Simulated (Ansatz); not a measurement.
The system is NiMoIrPdW.

```
Ni Mo Pd Ir W
1.0
     2.34460   -1.43138    0.00906
     2.34460    1.43138    0.00906
    -2.20600    0.00000   10.92374
Ni Mo Pd Ir W
1 1 1 1 1
Direct
  0.49838 0.49838 0.29525
  0.31773 0.31773 0.91207
  0.24733 0.24733 0.49061
  0.74982 0.74982 0.10802
  0.68673 0.68673 0.69406
```

The cell was built by a generator and needn't be a form met in nature.

- Program: Ansatz 0.2.0
- Task: relaxation of cell and atoms
- Functional: r2SCAN
- Dispersion: rVV10
- Potentials or basis: Ansatz PAW
- Cutoff: 500 eV (not typed: the program's choice for these potentials)
- k mesh: 8 × 8 × 2
- Occupations: fermi-dirac, width 0.05 eV
- Spin: collinear spin, ferromagnetic start
- Starting moments: [1.0, 1.0, 0.0, 0.6, 0.0] μB

At the start: volume 14.68 Å³/atom.

Problem. Where does the relaxation end?

Solution. It ends after 5 steps and the volume is 14.21 Å³/atom (-3.2 %); space group Cm (No. 8, to 0.05 Å); moment 0.00 μB per cell.

Step by step:
```
step  energy change (eV)  largest force (eV/Å)  volume (Å³)
   1              0.0000                0.1688        73.38
   2             -0.0616                0.1008        71.32
   3             -0.0639                0.0082        71.03
   4             -0.0639                0.0031        71.06
   5             -0.0618                0.0030        71.06
```

Final structure:
```
Ni Mo Pd Ir W
1.0
     2.32414   -1.41174    0.01308
     2.32414    1.41174    0.01308
    -2.16759    0.00000   10.81729
Ni Mo Pd Ir W
1 1 1 1 1
Direct
  0.49767 0.49767 0.29554
  0.32057 0.32057 0.91250
  0.24499 0.24499 0.48912
  0.75198 0.75198 0.11005
  0.68478 0.68478 0.69281
```

Caveat: the magnetic or orbital state may not be the lowest; the plane-wave basis is chosen anew once the cell has moved, so the energies of steps on either side of that aren't comparable; the PAW data sets come from PBE, with cores solved anew for the run's functional, which leaves a small shift of forces and pressure; the starting moments weren't kept.
